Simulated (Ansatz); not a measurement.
**CH2OSSi: shift of H5 from Si3 to S4, part 1 of 2**

Wanted: the energy profile along the shift of H5 from Si3 to S4, from relaxed end points and a band of images. SMILES of the start: O=C1[SiH2]S1.

All numbers below are computed with Ansatz 0.2.0 (RHF/def2-SVP).

## Step 1: The structure to begin with

Bond lengths: O1–C2 1.185 Å, C2–Si3 1.859 Å, C2–S4 1.800 Å, Si3–S4 2.181 Å, Si3–H5 1.446 Å, Si3–H6 1.446 Å. Angles: O1–C2–Si3 154.4°, O1–C2–S4 132.4°, Si3–C2–S4 73.1°, C2–Si3–S4 52.2°, C2–Si3–H5 118.2°, C2–Si3–H6 118.1°, S4–Si3–H5 113.5°, S4–Si3–H6 113.6°, H5–Si3–H6 121.0°, C2–S4–Si3 54.7°.

Coordinates:

```xyz
6

O    -0.6441   -2.0717    0.5182
C    -0.4536   -0.9632    0.1457
Si    0.5033    0.6268    0.0320
S    -1.3982    0.1395   -0.9176
H     1.6109    0.6940   -0.8958
H     0.3817    1.5747    1.1175
```

## Step 2: Relaxing end A

input.yaml

```yaml
crystal:
  periodic: [false, false, false]
  atoms:
    - { symbol: O, position_ang: [-0.64409, -2.07168, 0.51824] }
    - { symbol: C, position_ang: [-0.45362, -0.96324, 0.14572] }
    - { symbol: Si, position_ang: [0.50327, 0.6268, 0.03199] }
    - { symbol: S, position_ang: [-1.39817, 0.13947, -0.91764] }
    - { symbol: H, position_ang: [1.61094, 0.69399, -0.89583] }
    - { symbol: H, position_ang: [0.38167, 1.57467, 1.11752] }
basis:
  gaussian: { orbitals: def2-SVP }
hamiltonian:
  xc: hf
relax:
  f_tol: 0.02
  max_steps: 50
```

Started as:

```
ansatz run input.yaml --threads 1 --pin off --max-ram 2048MiB --backend cpu --events-out ev --progress --plain --runs-dir out
```

The log of the run (excerpt; [...] marks lines left out):

```text
Warning: RAYON_NUM_THREADS=1 ignored (pool sized by the plan → 1); use --threads N
[...]
Functional definition: HF
[...]
760 factors; integrals over basis functions are off by at most 2.3e-4 eV
[...]
mean field -21769.48817294 eV, -800.0139344666 hartree, gradient 2.8e-5 eV, S^2 0.000000; 0 other end points of the search recorded, 0 dependent functions left out
[...]
reference -21769.48817294 eV, -800.0139344666 hartree; 23, 23 occupied and 51, 51 virtual orbitals, 760 factors
relax step   1: F+E_penalty+E_count = -21769.48817294 eV  Δ(F+E_penalty+E_count) = +0.000e0 eV  max|allowed force component| = 1.846e0 eV/Å  Δτ_max = 0.0000 Å  (39 SCF iters, accepted)
[...]
reference -21769.58751872 eV, -800.0175853564 hartree; 23, 23 occupied and 51, 51 virtual orbitals, 760 factors
Total energy: -21769.58751872 eV, -800.0175853564 hartree
Atom 0 at    -0.637228    -2.080232     0.524168 Å, force    -0.000931     0.011246    -0.005678 eV/Å
Atom 1 at    -0.448506    -0.992275     0.161627 Å, force     0.000635    -0.009407     0.004907 eV/Å
Atom 2 at     0.428350     0.634332    -0.016752 Å, force    -0.000689     0.004561    -0.002514 eV/Å
Atom 3 at    -1.426921     0.147162    -0.936985 Å, force     0.004338    -0.002151     0.003469 eV/Å
Atom 4 at     1.640138     0.715873    -0.844126 Å, force    -0.002722    -0.001355     0.001547 eV/Å
Atom 5 at     0.444166     1.575150     1.112069 Å, force    -0.000630    -0.002894    -0.001732 eV/Å
Dipole moment:     0.490688     0.597907     0.037350 e Å
```

Run time: 6.5 s. Hardware: 1 thread of Intel Xeon Gold 6455B (Sapphire Rapids), shared host; peak memory 0.16 GiB.

The steps of the relaxation:

```csv
step,energy from step 1 (eV),largest force component (eV/Å)
1,0.0000,1.8462
2,-0.0746,0.5343
3,-0.0903,0.3089
4x,-0.0900,0.3616
5,-0.0971,0.1157
6,-0.0992,0.0239
7,-0.0993,0.0112
```

Step 1 is the start. 1 step was tried and not accepted (marked x).

After: Bond lengths: O1–C2 1.162 Å, C2–Si3 1.856 Å, C2–S4 1.861 Å, Si3–S4 2.127 Å, Si3–H5 1.470 Å, Si3–H6 1.470 Å. Angles: O1–C2–Si3 158.0°, O1–C2–S4 132.2°, Si3–C2–S4 69.8°, C2–Si3–S4 55.2°, C2–Si3–H5 119.5°, C2–Si3–H6 119.5°, S4–Si3–H5 119.2°, S4–Si3–H6 119.2°, H5–Si3–H6 112.8°, C2–S4–Si3 55.0°.

## Step 3: Relaxing end B

The second end starts from a geometry with the move made by hand.

Changes to input.yaml since step 2:

```diff
@@ -7,3 +7,3 @@
     - { symbol: S, position_ang: [-1.39817, 0.13947, -0.91764] }
-    - { symbol: H, position_ang: [1.61094, 0.69399, -0.89583] }
+    - { symbol: H, position_ang: [-1.96607, 0.73657, -2.0246] }
     - { symbol: H, position_ang: [0.38167, 1.57467, 1.11752] }
```

Started as:

```
ansatz run input.yaml --threads 1 --pin off --max-ram 2048MiB --backend cpu --events-out ev --progress --plain --runs-dir out
```

The log of the run (excerpt; [...] marks lines left out):

```text
Warning: RAYON_NUM_THREADS=1 ignored (pool sized by the plan → 1); use --threads N
[...]
Functional definition: HF
[...]
761 factors; integrals over basis functions are off by at most 2.7e-4 eV
[...]
mean field -21766.45505035 eV, -799.9024692671 hartree, gradient 1.8e-5 eV, S^2 0.000000; 0 other end points of the search recorded, 0 dependent functions left out
[...]
reference -21766.45505035 eV, -799.9024692671 hartree; 23, 23 occupied and 51, 51 virtual orbitals, 761 factors
[...]
relax step  14: F+E_penalty+E_count = -21770.14607807 eV  Δ(F+E_penalty+E_count) = -1.387e-2 eV  max|allowed force component| = 1.466e0 eV/Å  Δτ_max = 0.0974 Å  (38 SCF iters, accepted)
[...]
relax step  15: F+E_penalty+E_count = -21770.15273137 eV  Δ(F+E_penalty+E_count) = -6.653e-3 eV  max|allowed force component| = 1.587e0 eV/Å  Δτ_max = 0.0984 Å  (35 SCF iters, accepted)
[...]
755 factors; integrals over basis functions are off by at most 7.4e-4 eV
```

## Step 4: The log goes on: end point B relaxed

The log, continued (excerpt; [...] marks lines left out):

```text
mean field -21770.16716525 eV, -800.0388869735 hartree, gradient 8.4e-5 eV, S^2 0.000000; 0 other end points of the search recorded, 0 dependent functions left out
[...]
reference -21770.16716525 eV, -800.0388869735 hartree; 23, 23 occupied and 51, 51 virtual orbitals, 755 factors
[...]
Atom 2 at     0.265318     1.145277    -0.590212 Å, force     0.014336     0.004303    -0.001520 eV/Å
Atom 3 at    -1.826149     1.298881    -1.019124 Å, force    -0.014138     0.008823     0.011067 eV/Å
Atom 4 at    -1.762347     1.114143    -2.340748 Å, force     0.001263    -0.006720    -0.012867 eV/Å
Atom 5 at     0.044407     1.392510     0.882193 Å, force    -0.001365    -0.004689     0.001975 eV/Å
Dipole moment:     0.103153    -0.079027    -0.086145 e Å
```

Run time: 21 s. Hardware: 1 thread of Intel Xeon Gold 6455B (Sapphire Rapids), shared host; peak memory 0.16 GiB.

Relaxation path:

```csv
step,energy from step 1 (eV),largest force component (eV/Å)
1,0.0000,8.0310
2,-1.1802,3.7261
3,-2.0265,2.1609
4,-2.7724,2.3557
5,-3.2764,1.5880
6,-3.4808,1.7052
7,-3.5548,2.2952
8,-3.5884,1.1345
9,-3.6014,0.7252
10,-3.6215,0.2383
11,-3.6586,0.5927
12,-3.6772,0.5792
13x,-3.4918,6.0122
14,-3.6910,1.4661
15,-3.6977,1.5869
16,-3.7121,0.3860
17,-3.7177,0.0922
18x,-3.7144,0.9093
19,-3.7191,0.0819
20x,-3.7144,0.3340
21,-3.7200,0.0173
22,-3.7202,0.0189
23,-3.7203,0.0652
24,-3.7204,0.0210
25,-3.7204,0.0143
```

Step 1 is the start. 3 steps were tried and not accepted (marked x).

After: Bond lengths: O1–C2 1.105 Å, Si3–S4 2.141 Å, S4–H5 1.336 Å, Si3–H6 1.509 Å. Angles: Si3–S4–H5 98.1°, S4–Si3–H6 92.3°.

Pairs that crossed the distance rule for bonds on the way: moved apart C2–Si3, C2–S4.

## Step 5: The band

crystal.atoms is end A as relaxed above, and neb.final_atoms is end B, turned to lie on A. With 9 inner images the band has 11 in all. The start path is listed, through a guess of the saddle.

input.yaml

```yaml
crystal:
  periodic: [false, false, false]
  atoms:
    - { symbol: O, position_ang: [-0.637228, -2.080232, 0.524168] }
    - { symbol: C, position_ang: [-0.448506, -0.992275, 0.161627] }
    - { symbol: Si, position_ang: [0.42835, 0.634332, -0.016752] }
    - { symbol: S, position_ang: [-1.426921, 0.147162, -0.936985] }
    - { symbol: H, position_ang: [1.640138, 0.715873, -0.844126] }
    - { symbol: H, position_ang: [0.444166, 1.57515, 1.112069] }
basis:
  gaussian: { orbitals: def2-SVP }
hamiltonian:
  xc: hf
neb:
  order_check: false
  images: 9
  f_tol: 0.05
  max_iterations: 60
  final_atoms:
    - { symbol: O, position_ang: [-1.10709718, -2.9206229, 1.00253402] }
    - { symbol: C, position_ang: [-0.55060164, -1.96804623, 0.93228109] }
    - { symbol: Si, position_ang: [0.94503141, 1.04321292, 0.46680471] }
    - { symbol: S, position_ang: [-0.01124109, 1.36033685, -1.4217845] }
    - { symbol: H, position_ang: [1.0408903, 1.12014846, -2.20932364] }
    - { symbol: H, position_ang: [-0.3169828, 1.3649809, 1.22948932] }
  initial_path:
    images:
      - { positions_ang: [[-0.637228, -2.080232, 0.524168], [-0.448506, -0.992275, 0.161627], [0.42835, 0.634332, -0.016752], [-1.426921, 0.147162, -0.936985], [1.640138, 0.715873, -0.844126], [0.444166, 1.57515, 1.112069]] }
      - { positions_ang: [[-0.66731875, -2.06329833, 0.52737072], [-0.43139988, -0.98164636, 0.1718351], [0.4890879, 0.61825217, 0.06289613], [-1.29114231, 0.14759748, -0.98315911], [1.47895993, 0.70073705, -0.92992441], [0.42181211, 1.57836798, 1.15098256]] }
      - { positions_ang: [[-0.6974095, -2.04636465, 0.53057345], [-0.41429376, -0.97101771, 0.18204321], [0.54982579, 0.60217234, 0.14254426], [-1.15536363, 0.14803296, -1.02933321], [1.31778187, 0.68560111, -1.01572283], [0.39945822, 1.58158596, 1.18989612]] }
      - { positions_ang: [[-0.72750024, -2.02943098, 0.53377617], [-0.39718765, -0.96038907, 0.19225131], [0.61056369, 0.58609251, 0.22219239], [-1.01958494, 0.14846844, -1.07550732], [1.1566038, 0.67046516, -1.10152124], [0.37710434, 1.58480393, 1.22880969]] }
      - { positions_ang: [[-0.75759099, -2.0124973, 0.5369789], [-0.38008153, -0.94976042, 0.20245941], [0.67130159, 0.57001268, 0.30184052], [-0.88380625, 0.14890391, -1.12168143], [0.99542573, 0.65532922, -1.18731966], [0.35475045, 1.58802191, 1.26772325]] }
      - { positions_ang: [[-0.78768174, -1.99556363, 0.54018162], [-0.36297541, -0.93913178, 0.21266751], [0.73203949, 0.55393285, 0.38148865], [-0.74802756, 0.14933939, -1.16785553], [0.83424767, 0.64019327, -1.27311807], [0.33239656, 1.59123989, 1.30663681]] }
      - { positions_ang: [[-0.85156483, -2.18057548, 0.6326521], [-0.40050066, -1.14491467, 0.35659023], [0.77463787, 0.65178886, 0.39855187], [-0.60067027, 0.39153888, -1.21864133], [0.87557619, 0.73618431, -1.46035918], [0.20252069, 1.54598809, 1.29120731]] }
      - { positions_ang: [[-0.91544792, -2.36558733, 0.72512258], [-0.4380259, -1.35069756, 0.50051294], [0.81723625, 0.74964488, 0.41561508], [-0.45331297, 0.63373837, -1.26942712], [0.91690472, 0.83217535, -1.6476003], [0.07264482, 1.5007363, 1.27577782]] }
      - { positions_ang: [[-0.979331, -2.55059919, 0.81759306], [-0.47555115, -1.55648045, 0.64443566], [0.85983464, 0.84750089, 0.43267829], [-0.30595568, 0.87593787, -1.32021292], [0.95823325, 0.92816638, -1.83484141], [-0.05723106, 1.4554845, 1.26034832]] }
      - { positions_ang: [[-1.04321409, -2.73561104, 0.91006354], [-0.51307639, -1.76226334, 0.78835838], [0.90243302, 0.94535691, 0.4497415], [-0.15859839, 1.11813736, -1.37099871], [0.99956177, 1.02415742, -2.02208253], [-0.18710693, 1.4102327, 1.24491882]] }
      - { positions_ang: [[-1.10709718, -2.9206229, 1.00253402], [-0.55060164, -1.96804623, 0.93228109], [0.94503141, 1.04321292, 0.46680471], [-0.01124109, 1.36033685, -1.4217845], [1.0408903, 1.12014846, -2.20932364], [-0.3169828, 1.3649809, 1.22948932]] }
```

Started as:

```
ansatz run input.yaml --threads 1 --pin off --max-ram 2048MiB --backend cpu --events-out ev --progress --plain --runs-dir out
```

The log of the run (excerpt; [...] marks lines left out):

```text
Warning: RAYON_NUM_THREADS=1 ignored (pool sized by the plan → 1); use --threads N
[...]
Functional definition: HF
[...]
759 factors; integrals over basis functions are off by at most 2.4e-4 eV
[...]
mean field -21769.58751360 eV, -800.0175851683 hartree, gradient 2.7e-5 eV, S^2 0.000000; 0 other end points of the search recorded, 0 dependent functions left out
[...]
reference -21769.58751360 eV, -800.0175851683 hartree; 23, 23 occupied and 51, 51 virtual orbitals, 759 factors
[...]
Atom 2 at     0.959405     0.467236     0.376739 Å, force     0.000009    -0.000002     0.000007 eV/Å
Atom 3 at    -0.894560     0.063565    -1.263328 Å, force    -0.000003     0.000007     0.000001 eV/Å
Atom 4 at     0.789537     0.753706    -1.146621 Å, force    -0.000002     0.000006    -0.000002 eV/Å
Atom 5 at     0.313646     1.483367     1.255581 Å, force    -0.000006     0.000002     0.000001 eV/Å
Dipole moment:     0.398962     0.451901     0.032634 e Å
this run last wrote the band of iteration 32 to <dir>
```

Run time: 2.9 min. Hardware: 1 thread of Intel Xeon Gold 6455B (Sapphire Rapids), shared host; peak memory 0.14 GiB.

## Step 6: The band, image by image

Images 0 and 10 are the ends. Energies count from image 0; the path length is the program's own measure over all atoms.

| image | path (Å) | energy (eV) | H5–Si3 (Å) | H5–S4 (Å) | band force (eV/Å) |
| --- | --- | --- | --- | --- | --- |
| 0 | 0.000 | 0.0000 | 1.47 | 3.12 | - |
| 1 | 0.483 | 0.3749 | 1.45 | 2.76 | 0.000 |
| 2 | 0.965 | 1.6089 | 1.44 | 2.32 | 0.000 |
| 3* | 1.448 | 2.5627 | 1.56 | 1.82 | 0.000 |
| 4 | 1.970 | 1.6150 | 2.06 | 1.38 | 0.000 |
| 5 | 2.493 | 1.3007 | 2.26 | 1.32 | 0.002 |
| 6 | 3.015 | 0.1411 | 2.46 | 1.31 | 0.001 |
| 7 | 3.538 | -0.3997 | 2.66 | 1.33 | 0.003 |
| 8 | 4.060 | -0.5164 | 2.68 | 1.34 | 0.001 |
| 9 | 4.583 | -0.5765 | 2.68 | 1.34 | 0.029 |
| 10 | 5.107 | -0.5880 | 2.68 | 1.34 | - |

The star marks the climbing image.

image, energy (eV) and a bar:
```
        0      0.000 ######
        1      0.375 #########
        2      1.609 #####################
        3      2.563 ##############################
        4      1.615 #####################
        5      1.301 ##################
        6      0.141 #######
        7     -0.400 ##
        8     -0.516 #
        9     -0.576 
       10     -0.588
```

How the highest energy settled:

```
iteration  highest image above image 0 (eV)  largest band force (eV/Å)
        1                            3.5257                      5.887
        4                            2.4745                      1.740
        7                            2.6364                      1.293
       10                            2.5082                      0.630
       13                            2.5651                      0.167
       16                            2.5627                      0.115
       19                            2.5627                      0.092
       22                            2.5627                      0.234
       25                            2.5627                      0.112
       28                            2.5627                      0.052
       31                            2.5627                      0.164
       32                            2.5627                      0.029
```

Positions of all images (Å):

```xyz
6
image=0 dE=0.0000
O    -0.637   -2.080    0.524
C    -0.449   -0.992    0.162
Si    0.428    0.634   -0.017
S    -1.427    0.147   -0.937
H     1.640    0.716   -0.844
H     0.444    1.575    1.112
6
image=1 dE=0.3749
O    -0.746   -2.003    0.637
C    -0.449   -0.992    0.135
Si    0.534    0.580    0.087
S    -1.227    0.075   -1.075
H     1.428    0.840   -1.020
H     0.460    1.499    1.236
6
image=2 dE=1.6089
O    -0.779   -1.922    0.660
C    -0.432   -0.959    0.101
Si    0.750    0.503    0.249
S    -1.058    0.048   -1.167
H     1.123    0.825   -1.108
H     0.396    1.505    1.266
6
image=3 dE=2.5627
O    -0.796   -1.865    0.641
C    -0.372   -0.903    0.137
Si    0.959    0.467    0.377
S    -0.895    0.064   -1.263
H     0.790    0.754   -1.147
H     0.314    1.483    1.256
6
image=4 dE=1.6150
O    -0.801   -1.807    0.601
C    -0.286   -0.836    0.220
Si    1.124    0.435    0.598
S    -0.750    0.073   -1.362
H     0.483    0.704   -1.341
H     0.231    1.432    1.283
6
image=5 dE=1.3007
O    -0.842   -1.883    0.635
C    -0.233   -0.951    0.514
Si    1.023    0.489    0.554
S    -0.644    0.238   -1.384
H     0.565    0.704   -1.652
H     0.132    1.402    1.333
6
image=6 dE=0.1411
O    -0.869   -2.003    0.623
C    -0.270   -1.080    0.706
Si    0.881    0.533    0.528
S    -0.445    0.473   -1.352
H     0.710    0.732   -1.919
H    -0.008    1.345    1.414
6
image=7 dE=-0.3997
O    -0.857   -2.165    0.685
C    -0.323   -1.206    0.774
Si    0.835    0.596    0.548
S    -0.280    0.836   -1.347
H     0.803    0.691   -2.107
H    -0.177    1.248    1.448
6
image=8 dE=-0.5164
O    -0.949   -2.417    0.704
C    -0.389   -1.477    0.843
Si    0.902    0.810    0.543
S    -0.157    1.071   -1.332
H     0.855    0.739   -2.138
H    -0.263    1.274    1.380
6
image=9 dE=-0.5765
O    -1.057   -2.684    0.782
C    -0.465   -1.759    0.900
Si    0.956    1.018    0.515
S    -0.091    1.173   -1.353
H     0.936    0.896   -2.162
H    -0.279    1.357    1.318
6
image=10 dE=-0.5880
O    -1.107   -2.921    1.003
C    -0.551   -1.968    0.932
Si    0.945    1.043    0.467
S    -0.011    1.360   -1.422
H     1.041    1.120   -2.209
H    -0.317    1.365    1.229
```

## Step 7: Frequencies at the highest image

The geometry is the highest inner image of the first converged band.

input.yaml

```yaml
crystal:
  periodic: [false, false, false]
  atoms:
    - { symbol: O, position_ang: [-0.796407, -1.864832, 0.640634] }
    - { symbol: C, position_ang: [-0.371621, -0.903032, 0.136997] }
    - { symbol: Si, position_ang: [0.959405, 0.467236, 0.376739] }
    - { symbol: S, position_ang: [-0.89456, 0.063565, -1.263328] }
    - { symbol: H, position_ang: [0.789537, 0.753706, -1.146621] }
    - { symbol: H, position_ang: [0.313646, 1.483367, 1.255581] }
basis:
  gaussian: { orbitals: def2-SVP }
hamiltonian:
  xc: hf
phonons: {}
```

Started as:

```
ansatz run input.yaml --threads 1 --pin off --max-ram 2048MiB --backend cpu --events-out ev --progress --plain --runs-dir out
```

The log of the run (excerpt; [...] marks lines left out):

```text
Warning: RAYON_NUM_THREADS=1 ignored (pool sized by the plan → 1); use --threads N
[...]
Functional definition: HF
[...]
763 factors; integrals over basis functions are off by at most 3.7e-4 eV
[...]
mean field -21767.02481935 eV, -799.9234078917 hartree, gradient 2.1e-5 eV, S^2 0.000000; 0 other end points of the search recorded, 0 dependent functions left out
[...]
reference -21767.02481935 eV, -799.9234078917 hartree; 23, 23 occupied and 51, 51 virtual orbitals, 763 factors
[...]
mean field -21767.02475742 eV, -799.9234056158 hartree, gradient 1.5e-6 eV, S^2 0.000000; 0 other end points of the search recorded, 0 dependent functions left out
[...]
reference -21767.02475742 eV, -799.9234056158 hartree; 23, 23 occupied and 51, 51 virtual orbitals, 763 factors
[...]
763 factors; integrals over basis functions are off by at most 3.7e-4 eV
mean field -21767.02475699 eV, -799.9234056001 hartree, gradient 3.2e-6 eV, S^2 0.000000; 0 other end points of the search recorded, 0 dependent functions left out
[...]
```

## Step 8: More of the same log: vibrations at the highest image of the band

Output, continued (excerpt; [...] marks lines left out):

```text
reference -21767.02475699 eV, -799.9234056001 hartree; 23, 23 occupied and 51, 51 virtual orbitals, 763 factors
[...]
763 factors; integrals over basis functions are off by at most 3.7e-4 eV
mean field -21767.02479320 eV, -799.9234069309 hartree, gradient 3.1e-6 eV, S^2 0.000000; 0 other end points of the search recorded, 0 dependent functions left out
[...]
reference -21767.02479320 eV, -799.9234069309 hartree; 23, 23 occupied and 51, 51 virtual orbitals, 763 factors
[...]
WARN: phonons: modes at or below zero, which the zero-point energy, F, S and C_V leave out: 1, the lowest at -1391.26 cm⁻¹. A minimum has none, and a first-order saddle one
[...]
Atom 2 at     0.959405     0.467236     0.376739 Å, force    -0.000001     0.000013     0.000013 eV/Å
Atom 3 at    -0.894560     0.063565    -1.263328 Å, force    -0.000032    -0.000039    -0.000005 eV/Å
Atom 4 at     0.789537     0.753706    -1.146621 Å, force     0.000009     0.000011    -0.000003 eV/Å
Atom 5 at     0.313646     1.483367     1.255581 Å, force     0.000009    -0.000014     0.000002 eV/Å
Dipole moment:     0.398963     0.451903     0.032635 e Å
Vibrations: -1391.26 345.03 400.59 436.37 579.92 610.43 669.57 778.05 931.49 1962.23 2060.65 2282.37 cm⁻¹, zero-point energy 0.685428 eV
```

Wall time 19 s (1 thread of Intel Xeon Gold 6455B (Sapphire Rapids), shared host); peak memory 0.14 GiB.

Of 12 modes, 1 is imaginary by more than 30 cm⁻¹ (1391i cm⁻¹).

(Continued in part 2 of 2.)
